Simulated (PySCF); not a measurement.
# C3H7BF2: NMR shifts at several levels of theory

Aim: compute the NMR shifts of C3H7BF2 (`C[C@@H](BF)CF`) at several levels, and see how far they spread and what each costs.

Programs: PySCF 2.14.0, with density-fitted response routines of our own. Each step states its level of theory. These are calculated values for one molecule in the gas phase, unless marked as measured. Atoms count from 0, in the outputs and in this text.

## 1. Starting geometry

13 atoms, charge 0, multiplicity 1; geometry from: PBE0-D3(BJ)/def2-SVP.

Bonds of the start (Å): C0–C1 1.53, C1–B2 1.57, B2–F3 1.32, C1–C4 1.51, C4–F5 1.38, C0–H6 1.10, C0–H7 1.10, C0–H8 1.10, C1–H9 1.10, B2–H10 1.21, C4–H11 1.10, C4–H12 1.10.

## 2. NMR shieldings: HF/pcSseg-1

What the job is given:

```
{"job": {"kind": "nmr", "xc": "HF", "basis": "pcSseg-1", "pop": false}, "charge": 0, "multiplicity": 1}
C     -0.324236     1.369769     0.144127
C     -0.005256    -0.022625    -0.415184
B      1.512743    -0.328461    -0.151670
F      2.417255     0.037130    -1.045105
C     -0.881375    -1.086578     0.208766
F     -0.502361    -2.326997    -0.254816
H      0.264976     2.148877    -0.361435
H     -1.388636     1.620896     0.007003
H     -0.107000     1.434750     1.223111
H     -0.180023    -0.017089    -1.505810
H      1.926361    -0.828382     0.872929
H     -0.778381    -1.082293     1.308902
H     -1.947334    -0.935782    -0.037591
```

With the program's defaults for keys left out, this is: GIAO HF/pcSseg-1 NMR shielding, non-relativistic, gas phase.

On the command line:

```
$ OMP_NUM_THREADS=1 python probes_run.py task.json out
```

The driver reads the jobs from task.json and runs them one after another.

Output:

```text
final grid: 105648 points
cycle   1  E = -341.1293065529  dE =  8.269e-01  |g| = 6.899e-01  |ddm| = 2.824e+00
cycle   2  E = -341.2185853785  dE = -8.928e-02  |g| = 4.054e-01  |ddm| = 6.311e-01
cycle   3  E = -341.2439261054  dE = -2.534e-02  |g| = 6.558e-02  |ddm| = 2.451e-01
cycle   4  E = -341.2452899926  dE = -1.364e-03  |g| = 1.355e-02  |ddm| = 7.080e-02
cycle   5  E = -341.2453562397  dE = -6.625e-05  |g| = 3.255e-03  |ddm| = 1.918e-02
cycle   6  E = -341.2453610108  dE = -4.771e-06  |g| = 9.157e-04  |ddm| = 5.406e-03
cycle   7  E = -341.2453614414  dE = -4.306e-07  |g| = 2.526e-04  |ddm| = 1.801e-03
cycle   8  E = -341.2453614690  dE = -2.763e-08  |g| = 8.513e-05  |ddm| = 4.570e-04
cycle   9  E = -341.2453614712  dE = -2.170e-09  |g| = 2.473e-05  |ddm| = 1.007e-04
cycle  10  E = -341.2453614714  dE = -2.044e-10  |g| = 5.705e-06  |ddm| = 3.286e-05
converged SCF energy = -341.2453614714

GIAO shielding tensors (ppm)
atom      isotropic    diamagn.    paramagn.     s11        s22        s33       span
  0 C      184.577     245.819     -61.242    175.507    185.194    193.028     17.521
  1 C      167.410     250.994     -83.584    157.244    169.958    175.028     17.784
  2 B       61.024     189.026    -128.002      5.008     83.295     94.769     89.761
  3 F      247.108     467.492    -220.384     69.476    183.059    488.790    419.314
  4 C      112.291     241.386    -129.095     76.187     95.966    164.721     88.533
  5 F      440.803     473.533     -32.730    409.754    425.412    487.242     77.488
  6 H       30.754      29.511       1.243     25.632     28.424     38.205     12.573
  7 H       30.820      29.545       1.276     26.179     28.276     38.006     11.827
  8 H       31.157      30.101       1.056     26.656     28.912     37.903     11.247
  9 H       30.509      31.937      -1.428     27.071     29.024     35.432      8.361
 10 H       26.650      29.098      -2.447     24.448     25.577     29.926      5.478
 11 H       27.477      29.618      -2.141     23.384     28.599     30.448      7.064
 12 H       27.461      29.074      -1.614     23.238     28.113     31.030      7.792
```

Run time: 8.6 s. Hardware: 1 thread of Arm Neoverse N1, shared host; peak memory 0.7 GiB.

Shifts follow as δ = σ(reference) − σ, with reference shieldings (ppm) from runs at the same level and on the same kind of geometry: 1H TMS 31.69, 13C TMS 190.8, 19F CFCl3 246.4, 11B BF3·OEt2 115.3. The references are single molecules in the gas phase, so shifts against H2O, NH3, PH3, H3PO4 or CFCl3 are not on the usual liquid scales and can be off by tens of ppm. Atoms listed in one row are averaged.

| atoms | environment | σ (ppm) | δ (ppm) |
| --- | --- | --- | --- |
| C4 | sp3 CH2 bonded to F | 112.3 | 78.6 |
| C1 | sp3 CH bonded to B | 167.4 | 23.4 |
| C0 | methyl carbon | 184.6 | 6.3 |
| H10 | hydrogen on a boron bonded to C, F | 26.65 | 5.04 |
| H12 | hydrogen on an sp3 CH2 bonded to F | 27.46 | 4.23 |
| H11 | hydrogen on an sp3 CH2 bonded to F | 27.48 | 4.21 |
| H9 | hydrogen on an sp3 CH bonded to B | 30.51 | 1.18 |
| H6, H7, H8 | hydrogen on a methyl carbon | 30.91 | 0.78 |
| B2 | boron bonded to C, F, H | 61.0 | 54.3 |
| F3 | fluorine bonded to B | 247.1 | -0.8 |
| F5 | fluorine on an sp3 carbon | 440.8 | -194.4 |

## 3. Nuclear shieldings: LDA/pcSseg-1

Settings changed since step 2:

```diff
@@ -1,2 +1,2 @@
-{"job": {"kind": "nmr", "xc": "HF", "basis": "pcSseg-1", "pop": false}, "charge": 0, "multiplicity": 1}
+{"job": {"kind": "nmr", "xc": "LDA", "basis": "pcSseg-1", "pop": false}, "charge": 0, "multiplicity": 1}
 C     -0.324236     1.369769     0.144127
```

Method: GIAO LDA/pcSseg-1 NMR shielding, non-relativistic, gas phase.

Output:

```text
coarse grid: 10856 points
cycle   1  E = -340.2875244275  dE =  3.435e-01  |g| = 6.735e-01  |ddm| = 2.996e+00
cycle   2  E = -340.1257175526  dE =  1.618e-01  |g| = 1.191e+00  |ddm| = 1.580e+00
cycle   3  E = -340.3739631442  dE = -2.482e-01  |g| = 1.439e-01  |ddm| = 1.022e+00
cycle   4  E = -340.3774382074  dE = -3.475e-03  |g| = 5.805e-02  |ddm| = 1.339e-01
cycle   5  E = -340.3780765673  dE = -6.384e-04  |g| = 8.509e-03  |ddm| = 4.800e-02
cycle   6  E = -340.3780905927  dE = -1.403e-05  |g| = 4.197e-03  |ddm| = 1.086e-02
cycle   7  E = -340.3780942482  dE = -3.656e-06  |g| = 8.824e-04  |ddm| = 3.503e-03
final grid: 105648 points
cycle   8  E = -340.4182713340  dE = -5.861e-05  |g| = 7.164e-03  |ddm| = 2.187e-02
cycle   9  E = -340.4182477999  dE =  2.353e-05  |g| = 1.357e-02  |ddm| = 1.389e-02
cycle  10  E = -340.4182811271  dE = -3.333e-05  |g| = 1.092e-03  |ddm| = 9.378e-03
cycle  11  E = -340.4182813364  dE = -2.093e-07  |g| = 2.629e-04  |ddm| = 1.190e-03
cycle  12  E = -340.4182813500  dE = -1.358e-08  |g| = 7.478e-05  |ddm| = 2.561e-04
cycle  13  E = -340.4182813510  dE = -9.462e-10  |g| = 3.743e-05  |ddm| = 8.202e-05
cycle  14  E = -340.4182813512  dE = -2.041e-10  |g| = 5.564e-06  |ddm| = 2.658e-05
converged SCF energy = -340.4182813512

GIAO shielding tensors (ppm)
atom      isotropic    diamagn.    paramagn.     s11        s22        s33       span
  0 C      176.654     248.435     -71.781    164.513    177.094    188.354     23.841
  1 C      146.499     253.410    -106.912    132.912    151.358    155.226     22.314
  2 B       30.022     191.661    -161.639    -37.517     51.798     75.784    113.300
  3 F      129.218     465.642    -336.424    -69.749    -15.533    472.936    542.685
  4 C       85.913     243.798    -157.885     43.030     64.470    150.239    107.209
  5 F      399.003     471.631     -72.628    349.791    376.976    470.241    120.450
  6 H       30.079      28.933       1.146     25.239     27.985     37.013     11.774
  7 H       30.017      28.990       1.027     25.804     27.519     36.728     10.924
  8 H       30.283      29.603       0.679     26.124     28.259     36.465     10.340
  9 H       29.255      31.578      -2.323     26.433     28.208     33.125      6.693
 10 H       24.942      28.419      -3.478     22.312     24.508     28.004      5.692
 11 H       25.969      29.201      -3.233     22.311     26.870     28.724      6.413
 12 H       26.120      28.529      -2.408     22.301     27.232     28.828      6.527
```

Run time: 21 s. Hardware: 1 thread of Arm Neoverse N1, shared host; peak memory 0.7 GiB.

In short: δ C4 94.8, C1 34.2, C0 4.1, B2 62.9, H10 5.89, H11 4.86 ppm.

## 4. Nuclear shieldings: PBE/pcSseg-1

Settings changed since step 3:

```diff
@@ -1,2 +1,2 @@
-{"job": {"kind": "nmr", "xc": "LDA", "basis": "pcSseg-1", "pop": false}, "charge": 0, "multiplicity": 1}
+{"job": {"kind": "nmr", "xc": "PBE", "basis": "pcSseg-1", "pop": false}, "charge": 0, "multiplicity": 1}
 C     -0.324236     1.369769     0.144127
```

Level: GIAO PBE/pcSseg-1 NMR shielding, non-relativistic, gas phase.

Output:

```text
coarse grid: 10856 points
cycle   1  E = -342.5330306756  dE =  3.501e-01  |g| = 6.873e-01  |ddm| = 2.988e+00
cycle   2  E = -342.3694389413  dE =  1.636e-01  |g| = 1.213e+00  |ddm| = 1.605e+00
cycle   3  E = -342.6184275783  dE = -2.490e-01  |g| = 1.495e-01  |ddm| = 1.052e+00
cycle   4  E = -342.6224431854  dE = -4.016e-03  |g| = 5.442e-02  |ddm| = 1.417e-01
cycle   5  E = -342.6230293457  dE = -5.862e-04  |g| = 8.047e-03  |ddm| = 4.548e-02
cycle   6  E = -342.6230408922  dE = -1.155e-05  |g| = 4.314e-03  |ddm| = 9.967e-03
cycle   7  E = -342.6230446877  dE = -3.795e-06  |g| = 8.846e-04  |ddm| = 3.416e-03
final grid: 105648 points
cycle   8  E = -342.6857115986  dE = -4.970e-05  |g| = 1.403e-02  |ddm| = 3.007e-02
cycle   9  E = -342.6856185887  dE =  9.301e-05  |g| = 2.538e-02  |ddm| = 3.007e-02
cycle  10  E = -342.6857563979  dE = -1.378e-04  |g| = 2.678e-03  |ddm| = 1.957e-02
cycle  11  E = -342.6857575952  dE = -1.197e-06  |g| = 3.898e-04  |ddm| = 2.626e-03
cycle  12  E = -342.6857576180  dE = -2.283e-08  |g| = 1.369e-04  |ddm| = 3.109e-04
cycle  13  E = -342.6857576213  dE = -3.279e-09  |g| = 4.797e-05  |ddm| = 1.217e-04
cycle  14  E = -342.6857576216  dE = -3.570e-10  |g| = 1.195e-05  |ddm| = 4.415e-05
converged SCF energy = -342.6857576216

GIAO shielding tensors (ppm)
atom      isotropic    diamagn.    paramagn.     s11        s22        s33       span
  0 C      173.453     247.460     -74.007    161.828    173.317    185.216     23.389
  1 C      147.320     252.638    -105.318    135.417    151.219    155.326     19.909
  2 B       37.099     192.035    -154.935    -23.522     56.455     78.365    101.887
  3 F      144.531     466.057    -321.526    -53.027     18.965    467.655    520.682
  4 C       88.423     243.381    -154.958     47.469     68.780    149.021    101.552
  5 F      392.480     471.831     -79.351    347.452    372.800    457.187    109.736
  6 H       30.412      29.347       1.065     25.815     28.406     37.015     11.201
  7 H       30.349      29.382       0.967     26.329     27.967     36.751     10.422
  8 H       30.615      30.047       0.568     26.670     28.669     36.505      9.836
  9 H       29.719      32.010      -2.291     26.991     28.706     33.460      6.469
 10 H       25.512      28.980      -3.468     23.087     25.008     28.441      5.354
 11 H       26.481      29.693      -3.213     22.844     27.402     29.195      6.350
 12 H       26.611      28.950      -2.339     22.787     27.708     29.339      6.552
```

It took 26 s on 1 thread of Arm Neoverse N1, shared host; peak memory 0.69 GiB.

In short: δ C4 91.6, C1 32.7, C0 6.6, B2 57.7, H10 5.68, H11 4.72 ppm.

## 5. NMR shieldings: BLYP/pcSseg-1

Settings changed since step 4:

```diff
@@ -1,2 +1,2 @@
-{"job": {"kind": "nmr", "xc": "PBE", "basis": "pcSseg-1", "pop": false}, "charge": 0, "multiplicity": 1}
+{"job": {"kind": "nmr", "xc": "BLYP", "basis": "pcSseg-1", "pop": false}, "charge": 0, "multiplicity": 1}
 C     -0.324236     1.369769     0.144127
```

Level: GIAO BLYP/pcSseg-1 NMR shielding, non-relativistic, gas phase.

Output:

```text
coarse grid: 10856 points
cycle   1  E = -342.8173410492  dE =  3.488e-01  |g| = 7.502e-01  |ddm| = 2.995e+00
cycle   2  E = -342.6069916953  dE =  2.103e-01  |g| = 1.362e+00  |ddm| = 1.776e+00
cycle   3  E = -342.9155592182  dE = -3.086e-01  |g| = 1.702e-01  |ddm| = 1.199e+00
cycle   4  E = -342.9206881589  dE = -5.129e-03  |g| = 6.042e-02  |ddm| = 1.599e-01
cycle   5  E = -342.9214236757  dE = -7.355e-04  |g| = 8.784e-03  |ddm| = 5.149e-02
cycle   6  E = -342.9214362357  dE = -1.256e-05  |g| = 5.236e-03  |ddm| = 1.127e-02
cycle   7  E = -342.9214418685  dE = -5.633e-06  |g| = 1.003e-03  |ddm| = 4.033e-03
final grid: 105648 points
cycle   8  E = -342.9871361099  dE = -5.112e-05  |g| = 1.142e-02  |ddm| = 2.471e-02
cycle   9  E = -342.9870716087  dE =  6.450e-05  |g| = 2.139e-02  |ddm| = 2.342e-02
cycle  10  E = -342.9871636374  dE = -9.203e-05  |g| = 1.841e-03  |ddm| = 1.587e-02
cycle  11  E = -342.9871642194  dE = -5.819e-07  |g| = 3.183e-04  |ddm| = 1.818e-03
cycle  12  E = -342.9871642357  dE = -1.632e-08  |g| = 1.055e-04  |ddm| = 2.801e-04
cycle  13  E = -342.9871642373  dE = -1.611e-09  |g| = 4.549e-05  |ddm| = 1.019e-04
cycle  14  E = -342.9871642376  dE = -3.280e-10  |g| = 1.069e-05  |ddm| = 3.809e-05
converged SCF energy = -342.9871642376

GIAO shielding tensors (ppm)
atom      isotropic    diamagn.    paramagn.     s11        s22        s33       span
  0 C      168.224     246.371     -78.147    156.371    168.054    180.247     23.876
  1 C      141.404     251.683    -110.279    129.824    145.451    148.936     19.111
  2 B       35.136     191.670    -156.535    -25.024     55.252     75.178    100.202
  3 F      149.651     467.001    -317.350    -47.316     31.095    465.173    512.489
  4 C       82.253     242.786    -160.532     40.947     62.813    143.000    102.053
  5 F      390.008     472.607     -82.600    345.911    370.683    453.429    107.518
  6 H       30.558      29.457       1.100     26.167     28.656     36.851     10.684
  7 H       30.491      29.519       0.972     26.655     28.215     36.604      9.949
  8 H       30.759      30.278       0.481     26.996     28.903     36.380      9.384
  9 H       29.934      32.061      -2.128     27.360     29.043     33.397      6.037
 10 H       25.816      29.347      -3.530     23.511     25.302     28.635      5.124
 11 H       26.660      29.966      -3.305     23.098     27.480     29.403      6.306
 12 H       26.779      29.107      -2.328     23.024     27.908     29.404      6.380
```

It took 26 s on 1 thread of Arm Neoverse N1, shared host; peak memory 0.69 GiB.

In short: δ C4 93.1, C1 33.9, C0 7.1, B2 57.7, H10 5.55, H11 4.70 ppm.

## 6. Shielding tensors: BP86/pcSseg-1

Settings changed since step 5:

```diff
@@ -1,2 +1,2 @@
-{"job": {"kind": "nmr", "xc": "BLYP", "basis": "pcSseg-1", "pop": false}, "charge": 0, "multiplicity": 1}
+{"job": {"kind": "nmr", "xc": "BP86", "basis": "pcSseg-1", "pop": false}, "charge": 0, "multiplicity": 1}
 C     -0.324236     1.369769     0.144127
```

Method: GIAO BP86/pcSseg-1 NMR shielding, non-relativistic, gas phase.

Output:

```text
coarse grid: 10856 points
cycle   1  E = -342.9245239116  dE =  3.513e-01  |g| = 6.955e-01  |ddm| = 2.988e+00
cycle   2  E = -342.7574819575  dE =  1.670e-01  |g| = 1.235e+00  |ddm| = 1.542e+00
cycle   3  E = -343.0098129669  dE = -2.523e-01  |g| = 1.532e-01  |ddm| = 1.015e+00
cycle   4  E = -343.0140599932  dE = -4.247e-03  |g| = 5.388e-02  |ddm| = 1.405e-01
cycle   5  E = -343.0146389148  dE = -5.789e-04  |g| = 8.136e-03  |ddm| = 4.485e-02
cycle   6  E = -343.0146501812  dE = -1.127e-05  |g| = 4.444e-03  |ddm| = 9.655e-03
cycle   7  E = -343.0146541053  dE = -3.924e-06  |g| = 9.388e-04  |ddm| = 3.347e-03
final grid: 105648 points
cycle   8  E = -343.0758953302  dE = -6.742e-05  |g| = 7.962e-03  |ddm| = 2.457e-02
cycle   9  E = -343.0758716436  dE =  2.369e-05  |g| = 1.399e-02  |ddm| = 1.542e-02
cycle  10  E = -343.0759067176  dE = -3.507e-05  |g| = 1.421e-03  |ddm| = 9.744e-03
cycle  11  E = -343.0759071408  dE = -4.232e-07  |g| = 2.674e-04  |ddm| = 1.293e-03
cycle  12  E = -343.0759071550  dE = -1.417e-08  |g| = 1.045e-04  |ddm| = 2.735e-04
cycle  13  E = -343.0759071570  dE = -2.004e-09  |g| = 3.289e-05  |ddm| = 1.068e-04
cycle  14  E = -343.0759071571  dE = -1.594e-10  |g| = 8.345e-06  |ddm| = 2.698e-05
converged SCF energy = -343.0759071571

GIAO shielding tensors (ppm)
atom      isotropic    diamagn.    paramagn.     s11        s22        s33       span
  0 C      172.996     247.861     -74.864    161.586    172.959    184.444     22.858
  1 C      147.208     252.969    -105.761    135.082    151.060    155.483     20.400
  2 B       38.392     191.831    -153.439    -21.452     57.910     78.720    100.172
  3 F      149.955     466.229    -316.274    -46.175     27.739    468.302    514.477
  4 C       88.207     243.589    -155.381     47.082     68.781    148.760    101.678
  5 F      394.197     471.976     -77.779    349.648    375.032    457.911    108.263
  6 H       30.471      29.412       1.060     25.887     28.471     37.055     11.168
  7 H       30.408      29.462       0.946     26.388     28.044     36.792     10.405
  8 H       30.671      30.151       0.521     26.723     28.734     36.557      9.835
  9 H       29.803      32.067      -2.265     27.097     28.803     33.508      6.411
 10 H       25.593      29.089      -3.496     23.197     25.059     28.522      5.325
 11 H       26.543      29.760      -3.216     22.875     27.495     29.261      6.386
 12 H       26.674      28.998      -2.324     22.827     27.780     29.415      6.588
```

Run time: 25 s. Hardware: 1 thread of Arm Neoverse N1, shared host; peak memory 0.69 GiB.

This run: δ C4 91.5, C1 32.5, C0 6.7, B2 56.9, H10 5.67, H11 4.72 ppm.

## 7. NMR shieldings: OPBE/pcSseg-1

Settings changed since step 6:

```diff
@@ -1,2 +1,2 @@
-{"job": {"kind": "nmr", "xc": "BP86", "basis": "pcSseg-1", "pop": false}, "charge": 0, "multiplicity": 1}
+{"job": {"kind": "nmr", "xc": "OPBE", "basis": "pcSseg-1", "pop": false}, "charge": 0, "multiplicity": 1}
 C     -0.324236     1.369769     0.144127
```

Level: GIAO OPBE/pcSseg-1 NMR shielding, non-relativistic, gas phase.

Output:

```text
coarse grid: 10856 points
cycle   1  E = -342.7766968698  dE =  3.425e-01  |g| = 6.894e-01  |ddm| = 2.992e+00
cycle   2  E = -342.6240813573  dE =  1.526e-01  |g| = 1.194e+00  |ddm| = 1.588e+00
cycle   3  E = -342.8596518991  dE = -2.356e-01  |g| = 1.418e-01  |ddm| = 1.033e+00
cycle   4  E = -342.8636056101  dE = -3.954e-03  |g| = 4.924e-02  |ddm| = 1.438e-01
cycle   5  E = -342.8640961573  dE = -4.905e-04  |g| = 8.281e-03  |ddm| = 4.090e-02
cycle   6  E = -342.8641087411  dE = -1.258e-05  |g| = 4.082e-03  |ddm| = 9.491e-03
cycle   7  E = -342.8641120552  dE = -3.314e-06  |g| = 8.800e-04  |ddm| = 3.232e-03
final grid: 105648 points
cycle   8  E = -342.9045942107  dE = -1.465e-04  |g| = 2.523e-02  |ddm| = 5.535e-02
cycle   9  E = -342.9044296959  dE =  1.645e-04  |g| = 4.130e-02  |ddm| = 4.927e-02
cycle  10  E = -342.9046874419  dE = -2.577e-04  |g| = 4.581e-03  |ddm| = 3.062e-02
cycle  11  E = -342.9046918682  dE = -4.426e-06  |g| = 6.788e-04  |ddm| = 3.779e-03
cycle  12  E = -342.9046919666  dE = -9.838e-08  |g| = 2.007e-04  |ddm| = 6.880e-04
cycle  13  E = -342.9046919757  dE = -9.129e-09  |g| = 3.786e-05  |ddm| = 2.144e-04
cycle  14  E = -342.9046919761  dE = -3.113e-10  |g| = 1.367e-05  |ddm| = 4.799e-05
converged SCF energy = -342.9046919761

GIAO shielding tensors (ppm)
atom      isotropic    diamagn.    paramagn.     s11        s22        s33       span
  0 C      177.258     248.087     -70.828    166.436    176.370    188.969     22.533
  1 C      155.653     253.355     -97.702    144.855    158.407    163.698     18.843
  2 B       47.127     192.669    -145.542     -8.212     64.422     85.172     93.384
  3 F      163.529     465.352    -301.823    -27.605     50.017    468.175    495.779
  4 C       98.339     243.883    -145.544     59.376     79.828    155.813     96.436
  5 F      394.684     471.362     -76.678    353.691    376.857    453.504     99.812
  6 H       30.414      29.472       0.941     25.753     28.334     37.154     11.401
  7 H       30.365      29.430       0.934     26.243     27.950     36.901     10.658
  8 H       30.631      30.033       0.597     26.615     28.616     36.662     10.046
  9 H       29.716      32.166      -2.451     26.805     28.547     33.795      6.991
 10 H       25.639      28.942      -3.303     23.252     25.035     28.630      5.378
 11 H       26.594      29.630      -3.036     22.861     27.673     29.247      6.386
 12 H       26.717      28.961      -2.244     22.774     27.756     29.621      6.847
```

Run time: 26 s. Hardware: 1 thread of Arm Neoverse N1, shared host; peak memory 0.69 GiB.

In short: δ C4 86.8, C1 29.5, C0 7.9, B2 53.2, H10 5.59, H11 4.64 ppm.

[end of part 1 of 2]
